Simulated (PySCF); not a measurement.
# C10H14O: excited states

Aim: compute the excited states of C10H14O (`CC(C)(C)c1ccc(O)cc1`).

Programs: PySCF 2.14.0, with routines of our own; each step states its level. All values are computed. Atoms count from 0.

## 1. The system as given

25 atoms, charge 0, multiplicity 1; geometry from: GFN2-xTB.

## 2. Relaxing the molecule at PBE0-D3(BJ)/def2-SVP

The job: settings as JSON, then the geometry in Å.

```
{"job": {"xc": "PBE0", "basis": "def2-SVP", "d3": "d3bj", "grid": 2, "kind": "geom"}, "charge": 0, "multiplicity": 1}
C     -1.957333    -1.344572     0.415425
C     -1.333980    -0.020387    -0.034945
C     -1.947929     1.107915     0.806111
C     -1.678433     0.191591    -1.515827
C      0.177602    -0.000625     0.133139
C      0.896791    -1.073643     0.641279
C      2.273063    -1.018611     0.780960
C      2.971380     0.120736     0.412461
O      4.325198     0.219357     0.533553
C      2.267364     1.204838    -0.099552
C      0.896730     1.135981    -0.232794
H     -1.574093    -2.176190    -0.171485
H     -3.036043    -1.304411     0.276687
H     -1.760935    -1.530733     1.468897
H     -3.032821     1.089442     0.723114
H     -1.597831     2.082229     0.476771
H     -1.678919     0.986133     1.853399
H     -1.327245     1.156654    -1.869603
H     -1.215804    -0.582393    -2.124345
H     -2.755912     0.147318    -1.660046
H      0.398154    -1.980890     0.940590
H      2.807758    -1.871142     1.180722
H      4.678812    -0.599817     0.900196
H      2.812779     2.090137    -0.385849
H      0.380712     1.995228    -0.633367
```

On the command line:

```bash
> OMP_NUM_THREADS=1 python excited_run.py task.json out
```

One launch serves the whole session: the jobs run in the order shown.

Standard output:

```text
step   0  E = -463.86610442  max force = 0.016137
step   1  E = -463.86841641  max force = 0.001785
step   2  E = -463.86843205  max force = 0.001108
step   3  E = -463.86843808  max force = 0.000870
step   4  E = -463.86844390  max force = 0.000361
optimisation converged
```

Run time: 2.6 min. Hardware: 1 thread of Arm Neoverse V1, shared host; peak memory 1.1 GiB.

Relaxation path:

```csv
step,energy from step 0 (eV),largest force component (eV/Å)
0,0.0000,0.8298
1,-0.0629,0.0918
2,-0.0633,0.0570
3,-0.0635,0.0447
4,-0.0637,0.0186
```

Distances of close pairs at the start and the end, largest changes first:

```csv
bond,before (Å),after (Å),change (Å)
C3–H19,1.088,1.102,+0.014
C3–H17,1.086,1.100,+0.014
C2–H15,1.086,1.100,+0.014
C2–H14,1.088,1.102,+0.014
C10–H24,1.079,1.093,+0.014
C0–H11,1.088,1.101,+0.013
C9–H23,1.079,1.092,+0.013
C0–H13,1.088,1.101,+0.013
```

The end geometry stands in the next job.

```csv
at the end point,value
point group (found at 0.08 Å tolerance),Cs
"rotational constants (GHz, main isotopes)","2.555, 0.642, 0.578"
dipole moment (D),1.30
```

## 3. Excited states: TDA wB97X-D/def2-SVP

The job: settings as JSON, then the geometry in Å.

```
{"job": {"kind": "states", "xc": "wB97X-D", "basis": "def2-SVP", "tda": true, "soc": true, "nstates": 6, "ntriplets": 5, "nquad": 4}, "charge": 0, "multiplicity": 1}
C     -2.446956    -1.482540     0.214998
C     -1.848538    -0.150940    -0.239421
C     -2.472901     0.971667     0.602032
C     -2.203812     0.058837    -1.718566
C     -0.327950    -0.121143    -0.074775
C      0.407003    -1.194667     0.433945
C      1.794263    -1.137623     0.572495
C      2.492063     0.010952     0.200514
O      3.833324     0.127359     0.310320
C      1.776817     1.098533    -0.311559
C      0.397386     1.024018    -0.442262
H     -2.054935    -2.327774    -0.371365
H     -3.539452    -1.465056     0.081841
H     -2.245833    -1.678758     1.279411
H     -3.570122     0.967336     0.499925
H     -2.112509     1.963308     0.290307
H     -2.226438     0.845934     1.667503
H     -1.836621     1.026094    -2.092703
H     -1.760913    -0.731598    -2.343726
H     -3.296353     0.038234    -1.860902
H     -0.099215    -2.111898     0.736928
H      2.337001    -1.998977     0.975268
H      4.190764    -0.689347     0.673925
H      2.325012     1.996773    -0.602275
H     -0.129547     1.892335    -0.845963
```

With the program's defaults for keys left out, this is: TDA wB97X-D/def2-SVP excited states, vertical, gas phase, spin-orbit mean-field couplings.

Standard output:

```text
coarse grid: 20632 points
cycle   1  E = -464.0700596820  dE =  1.962e+00  |g| = 6.051e-01  |ddm| = 5.568e+00
cycle   2  E = -464.0919985358  dE = -2.194e-02  |g| = 5.766e-01  |ddm| = 1.273e+00
cycle   3  E = -464.1514310407  dE = -5.943e-02  |g| = 7.315e-02  |ddm| = 5.479e-01
cycle   4  E = -464.1524458411  dE = -1.015e-03  |g| = 2.908e-02  |ddm| = 9.927e-02
cycle   5  E = -464.1526530486  dE = -2.072e-04  |g| = 4.710e-03  |ddm| = 4.440e-02
cycle   6  E = -464.1526582870  dE = -5.238e-06  |g| = 1.719e-03  |ddm| = 7.737e-03
final grid: 198496 points
cycle   7  E = -464.2320713846  dE = -1.366e-04  |g| = 4.773e-03  |ddm| = 6.480e-02
cycle   8  E = -464.2320746148  dE = -3.230e-06  |g| = 3.971e-03  |ddm| = 1.102e-02
cycle   9  E = -464.2320778148  dE = -3.200e-06  |g| = 6.811e-04  |ddm| = 3.766e-03
cycle  10  E = -464.2320779382  dE = -1.234e-07  |g| = 3.007e-04  |ddm| = 1.436e-03
cycle  11  E = -464.2320779614  dE = -2.320e-08  |g| = 5.326e-05  |ddm| = 3.733e-04
cycle  12  E = -464.2320779629  dE = -1.534e-09  |g| = 2.411e-05  |ddm| = 1.450e-04
cycle  13  E = -464.2320779632  dE = -2.879e-10  |g| = 1.024e-05  |ddm| = 5.940e-05
converged SCF energy = -464.2320779632

Singlet excitations
state   eV       nm        f     d(h-e)  d(exc)  Lambda  PR(NTO)  |dmu|/D   mu/D   main configurations
  1   5.2915   234.3   0.04119   0.211   2.756   0.681   1.622    0.475    1.418   H->L 0.74, H-1->L+1 0.24
  2   6.3169   196.3   0.08954   0.259   2.804   0.851   1.853    0.759    1.460   H->L+1 0.66, H-1->L 0.31
  3   7.2033   172.1   0.00000   2.188   3.399   0.293   1.014    9.292    8.890   H->L+3 0.91
  4   7.6516   162.0   1.37224   0.209   2.723   0.856   2.035    0.343    1.298   H-1->L 0.63, H->L+1 0.28
  5   7.6748   161.5   0.51167   0.513   2.798   0.638   1.860                     H-1->L+1 0.67, H->L 0.21
  6   7.7545   159.9   0.00362   1.002   3.852   0.292   1.113                     H->L+2 0.65, H->L+4 0.27

Triplet excitations (Tamm-Dancoff)
state   eV     d(h-e)  d(exc)  Lambda  PR(NTO)   main configurations
  1   4.1244   0.110   2.533   0.833   1.631   H->L+1 0.59, H-1->L 0.27, H->L 0.10
  2   4.2537   0.228   2.718   0.707   1.019   H->L 0.88
  3   4.7984   0.152   2.623   0.882   1.774   H-1->L 0.68, H->L+1 0.31
  4   5.7354   0.148   2.623   0.637   1.038   H-1->L+1 0.97
  5   7.0055   2.068   3.286   0.293   1.018   H->L+3 0.87
S1 - T1 = 1.1670 eV

Spin-orbit couplings |<S|Hso|T>| (cm-1)
             T1       T2       T3       T4       T5
S0        0.156    0.053    0.079    0.055   22.479
S1        0.082    0.032    0.045    0.004    1.163
S2        0.006    0.052    0.000    0.101    6.207
S3        5.763    0.481    3.267    0.560    0.510
S4        0.044    0.093    0.005    0.059    4.776
S5        0.060    0.013    0.089    0.018    1.921
S6        1.879    1.016    1.196    0.271    3.301
T1 sublevels (cm-1): 0.000 0.000 0.000   radiative rates (1/s): 0.00115 0.0014 0.00594
```

Run time: 76 s. Hardware: 1 thread of Arm Neoverse V1, shared host; peak memory 1.1 GiB.

From this job:

```csv
quantity,value
S1 less T1,1.17 eV
```

## 4. Summary of results

```
                                 quantity                 value
                              point group                    Cs
     rotational constants (main isotopes)  2.56, 0.64, 0.58 GHz
S1 less T1 (step 3, TDA wB97X-D/def2-SVP)               1.17 eV
```

In words: Relaxing lowered the energy by 0.064 eV in 4 steps; the close pair that moved most is C3–H19, from 1.088 to 1.102 Å. No frequency check was run at this level, so the end point may be a saddle. In step 3, the number of triplets below S1 is 3, and the largest singlet-triplet spin-orbit coupling is S0–T5, 22.48 cm⁻¹.
